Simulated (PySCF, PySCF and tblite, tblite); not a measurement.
# CH₁₀As₂Si₂: a path driven as pyramidal inversion, and NMR exchange

How fast is pyramidal inversion in CH₁₀As₂Si₂ (`[SiH3][C@H]([AsH2])[SiH2][AsH2]`), and when do the exchanging lines merge?

Programs: PySCF 2.14.0 with density-fitted response routines of our own, and tblite 0.8.0. All values are computed, except where a source is named. Atoms count from 0 throughout.

## Step 1: The molecule as given

15 atoms, charge 0, multiplicity 1; geometry from: force field or distance geometry start.

Bonds of the start (Å): As2–H10 1.58, As2–H9 1.56, As4–H13 1.57, As4–H14 1.56, C1–As2 1.96, C1–H8 1.11, C1–Si3 1.87, Si0–C1 1.86, Si0–H5 1.48, Si0–H6 1.47, Si0–H7 1.47, Si3–As4 2.32, Si3–H11 1.49, Si3–H12 1.47.

## Step 2: GFN2-xTB relaxation, start minimum

Job settings and geometry (Å):

```
{"job": {"xc": "GFN2-xTB", "basis": "xTB", "kind": "relax"}, "charge": 0, "multiplicity": 1}
Si    -1.612200    -1.100600    -0.463800
C     -0.721700     0.342400     0.310400
As    -0.432700     1.752700    -1.015700
Si     0.932800    -0.225000     0.983600
As     2.294500    -1.036500    -0.703900
H     -2.937400    -0.642000    -0.948200
H     -0.840100    -1.615700    -1.599000
H     -1.804400    -2.156500     0.539000
H     -1.322900     0.732600     1.157400
H     -0.055600     2.801400     0.080200
H     -1.952800     2.168100    -0.986100
H      0.710300    -1.301500     1.982600
H      1.597900     0.901300     1.658600
H      2.591100     0.408500    -1.238000
H      3.548900    -1.021100     0.221100
```

Launch:

```console
$ OMP_NUM_THREADS=1 python ens_run.py task.json out
```

This one command runs the whole study; its stages follow in the order run.

The program printed:

```text
step      E/eV     max force
  0    -419.14492    0.902
  1    -419.20288    0.566
  2    -419.25223    0.483
  3    -419.26247    0.271
  4    -419.27644    0.309
  5    -419.28530    0.291
  6    -419.29322    0.222
  7    -419.29634    0.116
  8    -419.29808    0.122
  9    -419.29951    0.111
 10    -419.30115    0.106
 11    -419.30247    0.089
 12    -419.30340    0.070
 13    -419.30417    0.075
 14    -419.30496    0.084
 15    -419.30555    0.062
 16    -419.30586    0.057
 17    -419.30603    0.038
 18    -419.30618    0.038
 19    -419.30634    0.031
 20    -419.30648    0.037
 21    -419.30660    0.036
 22    -419.30674    0.035
 23    -419.30694    0.046
 24    -419.30716    0.044
 25    -419.30733    0.028
 26    -419.30742    0.021
 27    -419.30748    0.023
 28    -419.30754    0.025
 29    -419.30761    0.024
 30    -419.30769    0.024
 31    -419.30777    0.027
 32    -419.30783    0.020
 33    -419.30788    0.014
 34    -419.30792    0.016
 35    -419.30796    0.020
 36    -419.30800    0.025
 37    -419.30805    0.019
 38    -419.30810    0.017
 39    -419.30813    0.017
 40    -419.30816    0.016
 41    -419.30818    0.015
 42    -419.30821    0.015
 43    -419.30824    0.015
 44    -419.30827    0.013
 45    -419.30828    0.009
 46    -419.30829    0.007
 47    -419.30830    0.010
 48    -419.30832    0.012
 49    -419.30833    0.011
 50    -419.30835    0.009
 51    -419.30836    0.010
 52    -419.30837    0.012
 53    -419.30839    0.019
 54    -419.30843    0.026
 55    -419.30850    0.026
 56    -419.30856    0.015
 57    -419.30861    0.014
 58    -419.30863    0.016
 59    -419.30867    0.017
 60    -419.30872    0.024
 61    -419.30880    0.026
 62    -419.30886    0.019
 63    -419.30890    0.010
 64    -419.30891    0.009
 65    -419.30892    0.010
 66    -419.30894    0.015
 67    -419.30897    0.016
 68    -419.30900    0.016
 69    -419.30902    0.009
 70    -419.30903    0.005
 71    -419.30903    0.004
 72    -419.30904    0.006
 73    -419.30904    0.008
 74    -419.30905    0.007
 75    -419.30906    0.009
 76    -419.30907    0.006
 77    -419.30907    0.006
 78    -419.30908    0.007
 79    -419.30909    0.010
 80    -419.30910    0.012
 81    -419.30911    0.011
 82    -419.30913    0.008
 83    -419.30913    0.005
 84    -419.30914    0.005
 85    -419.30914    0.005
 86    -419.30915    0.006
 87    -419.30915    0.007
 88    -419.30916    0.009
 89    -419.30917    0.007
 90    -419.30917    0.005
 91    -419.30917    0.005
 92    -419.30918    0.005
 93    -419.30918    0.004
 94    -419.30918    0.004
 95    -419.30918    0.004
 96    -419.30919    0.005
 97    -419.30919    0.006
 98    -419.30919    0.008
 99    -419.30920    0.007
100    -419.30920    0.006
101    -419.30921    0.004
102    -419.30921    0.005
103    -419.30922    0.005
104    -419.30922    0.006
105    -419.30923    0.007
106    -419.30923    0.006
107    -419.30924    0.008
108    -419.30925    0.011
109    -419.30926    0.009
110    -419.30927    0.005
111    -419.30928    0.006
112    -419.30928    0.006
113    -419.30928    0.008
114    -419.30929    0.009
115    -419.30930    0.005
116    -419.30930    0.004
117    -419.30930    0.005
118    -419.30931    0.005
119    -419.30931    0.007
120    -419.30932    0.007
121    -419.30932    0.006
122    -419.30933    0.007
123    -419.30933    0.006
124    -419.30934    0.005
125    -419.30934    0.005
126    -419.30934    0.005
127    -419.30934    0.004
128    -419.30935    0.004
129    -419.30935    0.004
130    -419.30935    0.004
131    -419.30936    0.005
132    -419.30936    0.006
133    -419.30937    0.006
134    -419.30937    0.008
135    -419.30938    0.008
136    -419.30938    0.008
137    -419.30939    0.008
138    -419.30940    0.006
139    -419.30940    0.010
140    -419.30942    0.011
141    -419.30942    0.008
142    -419.30943    0.007
143    -419.30943    0.007
144    -419.30944    0.009
145    -419.30945    0.009
146    -419.30946    0.006
147    -419.30946    0.004
148    -419.30947    0.004
149    -419.30947    0.006
150    -419.30948    0.011
151    -419.30949    0.013
152    -419.30950    0.011
153    -419.30951    0.009
154    -419.30952    0.007
155    -419.30953    0.008
156    -419.30954    0.008
157    -419.30954    0.007
158    -419.30955    0.007
159    -419.30955    0.007
160    -419.30956    0.012
161    -419.30957    0.011
162    -419.30958    0.009
163    -419.30959    0.007
164    -419.30959    0.005
165    -419.30959    0.004
166    -419.30960    0.005
167    -419.30960    0.007
168    -419.30961    0.008
169    -419.30962    0.007
170    -419.30962    0.005
171    -419.30962    0.005
172    -419.30963    0.005
173    -419.30963    0.008
174    -419.30963    0.009
175    -419.30964    0.008
176    -419.30965    0.008
177    -419.30965    0.006
178    -419.30966    0.006
179    -419.30967    0.007
180    -419.30967    0.007
181    -419.30968    0.008
182    -419.30969    0.009
183    -419.30970    0.009
184    -419.30971    0.008
185    -419.30972    0.009
186    -419.30973    0.007
187    -419.30973    0.004
188    -419.30974    0.004
189    -419.30974    0.003
190    -419.30974    0.004
191    -419.30974    0.004
192    -419.30974    0.003
193    -419.30974    0.003
```

Wall time 1 s (1 thread of Arm Neoverse V2, shared host).

Gain 0.165 eV; displacement 0.16 Å root mean square.

## Step 3: Relaxed scan, inversion

Job settings and geometry (Å):

```
{"job": {"xc": "GFN2-xTB", "basis": "xTB", "coordinate": [["t", [10, 1, 9, 2], 0.3333333333333333], ["t", [1, 9, 10, 2], 0.3333333333333333], ["t", [9, 10, 1, 2], 0.3333333333333333]], "kind": "drive"}, "charge": 0, "multiplicity": 1}
Si    -1.628992    -1.116218    -0.519662
C     -0.700472     0.297167     0.340380
As    -0.421065     1.772945    -0.964846
Si     0.987222    -0.225818     1.055187
As     2.318217    -1.153346    -0.609870
H     -2.905692    -0.619898    -1.054905
H     -0.799728    -1.619196    -1.630338
H     -1.889055    -2.196241     0.440293
H     -1.312354     0.678548     1.161656
H     -0.066348     2.798414     0.090381
H     -1.850389     2.259082    -0.906565
H      0.753386    -1.212633     2.131198
H      1.572148     0.959561     1.722993
H      2.355547     0.141632    -1.377068
H      3.583162    -0.756011     0.099254
```

The program printed:

```text
point  coordinate     E/eV
  0    -45.000     -419.12974
  1    -34.600     -418.59012
  2    -22.600     -417.78045
  3      6.500     -416.78190
  4     22.400     -417.83296
  5     34.300     -418.61456
  6     44.700     -419.13202
  7     52.800     -419.33193
```

It took 2 s on 1 thread of Arm Neoverse V2, shared host.

The highest point is number 3, 54.1 kcal/mol above the first.

## Step 4: Nudged elastic band, leg 1

The job, as its differences from that of step 3:

```diff
@@ -1,2 +1,2 @@
-{"job": {"xc": "GFN2-xTB", "basis": "xTB", "coordinate": [["t", [10, 1, 9, 2], 0.3333333333333333], ["t", [1, 9, 10, 2], 0.3333333333333333], ["t", [9, 10, 1, 2], 0.3333333333333333]], "kind": "drive"}, "charge": 0, "multiplicity": 1}
+{"job": {"xc": "GFN2-xTB", "basis": "xTB", "kind": "neb"}, "charge": 0, "multiplicity": 1}
 Si    -1.628992    -1.116218    -0.519662
```

The program printed:

```text
image   E - E0 / eV
  0       0.0000
  1       0.3859
  2       2.7059
  3       0.0635
  4      -0.0025
  5      -0.0267
  6      -0.0327
```

It took 3.8 s on 1 thread of Arm Neoverse V2, shared host; peak memory 0.19 GiB.

The highest point is number 2, 62.4 kcal/mol above the first.

## Step 5: Saddle search, leg 1

Job settings and geometry (Å):

```
{"job": {"xc": "GFN2-xTB", "basis": "xTB", "kind": "saddle"}, "charge": 0, "multiplicity": 1}
Si    -1.644382    -1.097382    -0.516366
C     -0.805375     0.196890     0.590631
As    -0.726084     1.843010    -0.454737
Si     0.990463    -0.216307     1.088405
As     2.246569    -1.098033    -0.656450
H     -2.902689    -0.548574    -1.049407
H     -0.740267    -1.433204    -1.628950
H     -1.935043    -2.282134     0.303908
H     -1.396405     0.348453     1.502333
H      0.300658     2.840957    -0.261037
H     -1.680054     2.184320    -1.480190
H      0.896539    -1.206225     2.184328
H      1.552736     1.009078     1.705155
H      2.319735     0.213572    -1.383606
H      3.523600    -0.754423     0.055985
```

The program printed:

```text
step      E/eV     max force
  0    -416.60384   0.0723
  1    -416.60737   0.0560
  2    -416.60936   0.1176
  3    -416.60886   0.0347
  4    -416.61003   0.0431
  5    -416.61125   0.0489
  6    -416.61260   0.0391
  7    -416.61436   0.0677
  8    -416.61527   0.1247
  9    -416.61510   0.0347
 10    -416.61604   0.0397
 11    -416.61707   0.0240
 12    -416.61818   0.0447
 13    -416.61900   0.0719
 14    -416.61988   0.0683
 15    -416.62069   0.0953
 16    -416.62209   0.0553
 17    -416.62287   0.0894
 18    -416.62328   0.1182
 19    -416.62257   0.2104
 20    -416.62455   0.0244
 21    -416.62555   0.0205
 22    -416.62647   0.0760
 23    -416.62602   0.0145
 24    -416.62668   0.0269
 25    -416.62739   0.0323
 26    -416.62822   0.0221
 27    -416.62938   0.0472
 28    -416.62871   0.0131
 29    -416.62942   0.0181
 30    -416.63017   0.0219
 31    -416.63096   0.0162
 32    -416.63210   0.0308
 33    -416.63330   0.0376
 34    -416.63454   0.0389
 35    -416.63579   0.0394
 36    -416.63703   0.0271
 37    -416.63861   0.0549
 38    -416.63774   0.0153
 39    -416.63865   0.0196
 40    -416.63954   0.0257
 41    -416.64032   0.0179
 42    -416.64127   0.0347
 43    -416.64197   0.0495
 44    -416.64259   0.0490
 45    -416.64298   0.0269
 46    -416.64313   0.0075
 47    -416.64314   0.0022
lowest wavenumbers (cm-1): -1647.0 47.7 73.4 95.9 105.7 121.8
```

Run time: 11 s. Hardware: 1 thread of Arm Neoverse V2, shared host; peak memory 0.2 GiB.

Point group C1; 1 imaginary mode, 1647i cm⁻¹, carried by H10, H9. It was not shown to link both ends.

## Step 6: Saddle search, leg 1

Job settings and geometry (Å):

```
{"job": {"xc": "GFN2-xTB", "basis": "xTB", "kind": "saddle"}, "charge": 0, "multiplicity": 1}
Si    -1.644545    -1.114962    -0.511657
C     -0.799701     0.175715     0.594158
As    -0.759915     1.887665    -0.413993
Si     0.989237    -0.244279     1.110100
As     2.244965    -1.095690    -0.650504
H     -2.901210    -0.556047    -1.037379
H     -0.726839    -1.428844    -1.622084
H     -1.941574    -2.331015     0.257974
H     -1.397735     0.377842     1.482183
H      0.333170     2.860089    -0.319788
H     -1.664650     2.225055    -1.515948
H      0.922503    -1.238251     2.202530
H      1.544712     0.982381     1.727641
H      2.281375     0.232541    -1.356628
H      3.520206    -0.732199     0.053395
```

The program printed:

```text
step      E/eV     max force
  0    -416.78190   3.4844
  1    -416.61878   1.0199
  2    -416.60859   0.2411
  3    -416.60914   0.0463
  4    -416.60845   0.1533
  5    -416.60970   0.0311
  6    -416.61089   0.0242
  7    -416.61204   0.0546
  8    -416.61148   0.0150
  9    -416.61220   0.0199
 10    -416.61289   0.0293
 11    -416.61358   0.0235
 12    -416.61450   0.0417
 13    -416.61543   0.0645
 14    -416.61643   0.0664
 15    -416.61741   0.0642
 16    -416.61870   0.0702
 17    -416.61963   0.1000
 18    -416.62079   0.0646
 19    -416.62097   0.1530
 20    -416.62153   0.0233
 21    -416.62236   0.0266
 22    -416.62294   0.0498
 23    -416.62358   0.0531
 24    -416.62422   0.0598
 25    -416.62492   0.0619
 26    -416.62584   0.0359
 27    -416.62687   0.0688
 28    -416.62636   0.0181
 29    -416.62704   0.0257
 30    -416.62779   0.0323
 31    -416.62864   0.0221
 32    -416.62983   0.0468
 33    -416.62914   0.0131
 34    -416.62986   0.0180
 35    -416.63064   0.0219
 36    -416.63145   0.0170
 37    -416.63262   0.0308
 38    -416.63384   0.0380
 39    -416.63509   0.0382
 40    -416.63633   0.0394
 41    -416.63755   0.0269
 42    -416.63909   0.0548
 43    -416.63824   0.0154
 44    -416.63913   0.0194
 45    -416.63998   0.0247
 46    -416.64071   0.0177
 47    -416.64159   0.0354
 48    -416.64225   0.0474
 49    -416.64275   0.0484
 50    -416.64304   0.0156
 51    -416.64313   0.0064
 52    -416.64314   0.0014
lowest wavenumbers (cm-1): -1647.0 47.7 73.4 95.7 105.5 121.6
```

It took 11 s on 1 thread of Arm Neoverse V2, shared host; peak memory 0.2 GiB.

Point group C1; 1 imaginary mode, 1647i cm⁻¹, carried by H10, H9. It was not shown to link both ends.

## Step 7: Shieldings, start: PBE/pcSseg-1

Job settings and geometry (Å):

```
{"job": {"kind": "nmr", "xc": "PBE", "basis": "pcSseg-1", "pop": false}, "charge": 0, "multiplicity": 1}
Si    -1.628992    -1.116218    -0.519662
C     -0.700472     0.297167     0.340380
As    -0.421065     1.772945    -0.964846
Si     0.987222    -0.225818     1.055187
As     2.318217    -1.153346    -0.609870
H     -2.905692    -0.619898    -1.054905
H     -0.799728    -1.619196    -1.630338
H     -1.889055    -2.196241     0.440293
H     -1.312354     0.678548     1.161656
H     -0.066348     2.798414     0.090381
H     -1.850389     2.259082    -0.906565
H      0.753386    -1.212633     2.131198
H      1.572148     0.959561     1.722993
H      2.355547     0.141632    -1.377068
H      3.583162    -0.756011     0.099254
```

The program printed:

```text
coarse grid: 57392 points
cycle   1  E = -5093.2270744719  dE = -1.557e+00  |g| = 1.259e+00  |ddm| = 3.737e+00
cycle   2  E = -5093.0639681988  dE =  1.631e-01  |g| = 1.305e+00  |ddm| = 1.416e+00
cycle   3  E = -5093.2429198309  dE = -1.790e-01  |g| = 5.438e-01  |ddm| = 1.520e+00
cycle   4  E = -5093.3236027129  dE = -8.068e-02  |g| = 1.023e-01  |ddm| = 6.570e-01
cycle   5  E = -5093.3250498253  dE = -1.447e-03  |g| = 3.009e-02  |ddm| = 1.260e-01
cycle   6  E = -5093.3252750662  dE = -2.252e-04  |g| = 8.298e-03  |ddm| = 5.320e-02
cycle   7  E = -5093.3252984871  dE = -2.342e-05  |g| = 1.657e-03  |ddm| = 1.405e-02
cycle   8  E = -5093.3252994487  dE = -9.616e-07  |g| = 3.417e-04  |ddm| = 3.057e-03
final grid: 114928 points
cycle   9  E = -5093.3253875008  dE = -1.107e-07  |g| = 4.723e-04  |ddm| = 3.796e-03
cycle  10  E = -5093.3253873984  dE =  1.024e-07  |g| = 7.008e-04  |ddm| = 1.857e-03
cycle  11  E = -5093.3253875910  dE = -1.926e-07  |g| = 1.038e-04  |ddm| = 1.113e-03
cycle  12  E = -5093.3253875938  dE = -2.728e-09  |g| = 2.381e-05  |ddm| = 1.220e-04
cycle  13  E = -5093.3253875939  dE = -1.455e-10  |g| = 6.987e-06  |ddm| = 3.814e-05
converged SCF energy = -5093.3253875939

GIAO shielding tensors (ppm)
atom      isotropic    diamagn.    paramagn.     s11        s22        s33       span
  0 Si     403.134     880.659    -477.525    362.130    384.725    462.545    100.415
  1 C      189.696     256.233     -66.538    181.147    185.437    202.503     21.357
  2 As    1627.242    2875.025   -1247.783   1406.242   1580.194   1895.289    489.047
  3 Si     370.368     880.885    -510.517    333.670    353.868    423.565     89.896
  4 As    1989.941    2877.501    -887.559   1864.277   1925.551   2179.996    315.719
  5 H       27.539      29.168      -1.629     23.209     25.726     33.683     10.474
  6 H       27.339      29.215      -1.876     22.960     28.174     30.884      7.925
  7 H       27.301      29.043      -1.742     23.495     24.901     33.507     10.012
  8 H       30.076      32.194      -2.118     23.069     27.986     39.174     16.105
  9 H       27.933      29.784      -1.851     20.345     24.214     39.240     18.894
 10 H       27.957      29.716      -1.759     20.177     24.114     39.580     19.403
 11 H       26.714      29.180      -2.466     22.710     24.734     32.697      9.987
 12 H       26.513      29.603      -3.090     22.037     25.077     32.424     10.387
 13 H       29.346      29.511      -0.165     20.225     26.909     40.904     20.679
 14 H       30.038      28.573       1.465     22.744     23.689     43.681     20.937
```

Wall time 36 s (1 thread of Arm Neoverse V2, shared host); peak memory 0.77 GiB.

Key values: HOMO -6.46 eV, LUMO -1.16 eV; dipole 1.02 D.

## Step 8: Shieldings, saddle of leg 1: PBE/pcSseg-1

Job settings and geometry (Å):

```
{"job": {"kind": "nmr", "xc": "PBE", "basis": "pcSseg-1", "pop": false}, "charge": 0, "multiplicity": 1}
Si    -1.588683    -1.088731    -0.626568
C     -0.794369     0.129479     0.587520
As    -0.698757     1.724507    -0.560992
Si     0.947273    -0.218546     1.273627
As     2.306402    -1.034106    -0.423623
H     -2.938451    -0.605095    -0.924555
H     -0.733237    -1.143616    -1.827004
H     -1.643518    -2.450852    -0.048896
H     -1.479014     0.402789     1.390507
H      0.064560     1.765525    -1.785137
H     -1.381768     2.973358    -0.295456
H      0.853710    -1.251970     2.331477
H      1.388223     1.029332     1.926512
H      2.158008     0.228800    -1.232563
H      3.539619    -0.460873     0.215151
```

The program printed:

```text
coarse grid: 57392 points
cycle   1  E = -5093.1718574889  dE = -1.426e+00  |g| = 1.235e+00  |ddm| = 3.819e+00
cycle   2  E = -5093.0744417105  dE =  9.742e-02  |g| = 1.189e+00  |ddm| = 1.228e+00
cycle   3  E = -5093.1948425881  dE = -1.204e-01  |g| = 4.751e-01  |ddm| = 1.222e+00
cycle   4  E = -5093.2544645853  dE = -5.962e-02  |g| = 1.044e-01  |ddm| = 5.569e-01
cycle   5  E = -5093.2565374680  dE = -2.073e-03  |g| = 2.311e-02  |ddm| = 1.254e-01
cycle   6  E = -5093.2566762440  dE = -1.388e-04  |g| = 5.893e-03  |ddm| = 4.290e-02
cycle   7  E = -5093.2566884976  dE = -1.225e-05  |g| = 1.146e-03  |ddm| = 1.203e-02
cycle   8  E = -5093.2566889352  dE = -4.376e-07  |g| = 3.788e-04  |ddm| = 3.066e-03
final grid: 114928 points
cycle   9  E = -5093.2567751849  dE = -1.169e-07  |g| = 5.966e-04  |ddm| = 4.812e-03
cycle  10  E = -5093.2567749511  dE =  2.339e-07  |g| = 9.649e-04  |ddm| = 3.748e-03
cycle  11  E = -5093.2567753262  dE = -3.751e-07  |g| = 8.302e-05  |ddm| = 2.421e-03
cycle  12  E = -5093.2567753285  dE = -2.290e-09  |g| = 1.948e-05  |ddm| = 1.677e-04
cycle  13  E = -5093.2567753286  dE = -9.550e-11  |g| = 9.263e-06  |ddm| = 3.354e-05
converged SCF energy = -5093.2567753286

GIAO shielding tensors (ppm)
atom      isotropic    diamagn.    paramagn.     s11        s22        s33       span
  0 Si     411.906     879.555    -467.649    375.306    400.891    459.522     84.216
  1 C      187.392     255.712     -68.320    156.942    196.036    209.198     52.256
  2 As    1736.374    2880.511   -1144.136   1360.403   1729.623   2119.098    758.695
  3 Si     367.186     880.168    -512.983    326.595    360.352    414.609     88.014
  4 As    1991.284    2878.244    -886.961   1848.624   1942.975   2182.252    333.628
  5 H       26.956      28.801      -1.844     22.744     25.298     32.827     10.083
  6 H       27.569      29.823      -2.255     24.116     27.536     31.053      6.937
  7 H       26.373      28.658      -2.286     21.427     23.828     33.863     12.436
  8 H       30.665      30.897      -0.232     24.395     27.271     40.328     15.934
  9 H       27.441      31.533      -4.092     19.434     24.465     38.422     18.988
 10 H       26.884      30.645      -3.760     19.095     20.645     40.912     21.817
 11 H       25.923      28.566      -2.643     21.924     23.532     32.314     10.390
 12 H       26.348      28.903      -2.555     21.955     24.755     32.333     10.378
 13 H       29.596      30.805      -1.209     20.874     26.820     41.092     20.218
 14 H       29.975      28.789       1.186     22.768     23.467     43.690     20.922
```

Wall time 35 s (1 thread of Arm Neoverse V2, shared host); peak memory 0.77 GiB.

Key values: HOMO -4.34 eV, LUMO -1.76 eV; dipole 1.03 D.

(Part 1 of 2 ends here.)
